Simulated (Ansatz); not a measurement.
## CH₅OSn, SMILES C[O][SnH2]: a rigid scan of one bond angle

Run with Ansatz's Python interface.

Script `bend_ch5osn.py`:
```python
# -*- coding: utf-8 -*-
"""Bending curve of CH5OSn."""

import ansatz as az
from ase import Atoms


def main():
    atoms = Atoms(["C", "O", "Sn", "H", "H", "H", "H", "H"], positions=[
        (-0.3999, 1.0748, -0.2561),
        (-0.8596, -0.0027, 0.4687),
        (0.3095, -1.5088, -0.0477),
        (-0.4761, 0.9433, -1.3627),
        (0.5995, 1.3926, -0.0326),
        (-1.1033, 1.9918, -0.0077),
        (2.0351, -1.0511, 0.2539),
        (-0.0131, -2.897, 0.9285),
    ])

    # start the scan from a relaxed geometry
    first = (
        az.Crystal.molecule_from_ase(atoms).calculation()
        .basis(gaussian="def2-SVP")
        .functional("r2SCAN")
        .spin("collinear", total=1)
        .relax(force_tolerance=0.02, max_steps=80)
    )
    atoms.positions = first.run().report["positions_ang"]

    rows = []
    for angle in [90, 100, 110, 120, 135, 150, 165, 179]:
        bent = atoms.copy()
        bent.set_angle(2, 1, 0, angle, indices=[0, 3, 4, 5])
        model = (
            az.Crystal.molecule_from_ase(bent).calculation()
            .basis(gaussian="def2-SVP")
            .functional("r2SCAN")
            .spin("collinear", total=1)
        )
        rows.append((angle, model.run().report["free_energy_ev"]))
    floor = min(e for _, e in rows)
    for angle, e in rows:
        print(f"angle Sn2-O1-C0 = {angle:3d} deg   {1000 * (e - floor):9.1f} meV")


if __name__ == "__main__":
    main()
```

Running `python bend_ch5osn.py` prints:
```text
angle Sn2-O1-C0 =  90 deg       849.8 meV
angle Sn2-O1-C0 = 100 deg       314.6 meV
angle Sn2-O1-C0 = 110 deg        76.5 meV
angle Sn2-O1-C0 = 120 deg         0.0 meV
angle Sn2-O1-C0 = 135 deg        48.8 meV
angle Sn2-O1-C0 = 150 deg       189.8 meV
angle Sn2-O1-C0 = 165 deg       336.7 meV
angle Sn2-O1-C0 = 179 deg       417.5 meV
```

The scan is rigid, and the energies are electronic, in a modest basis. The zero is the lowest point of the grid, which needn't be the minimum. def2 sets replace the cores of elements past krypton by effective core potentials. The run takes the species as open-shell (spin multiplicity 2), which needn't be its ground state. Timing: 3.6 min on 1 thread of Arm Neoverse N1, on a shared host, peak memory 0.28 GiB.
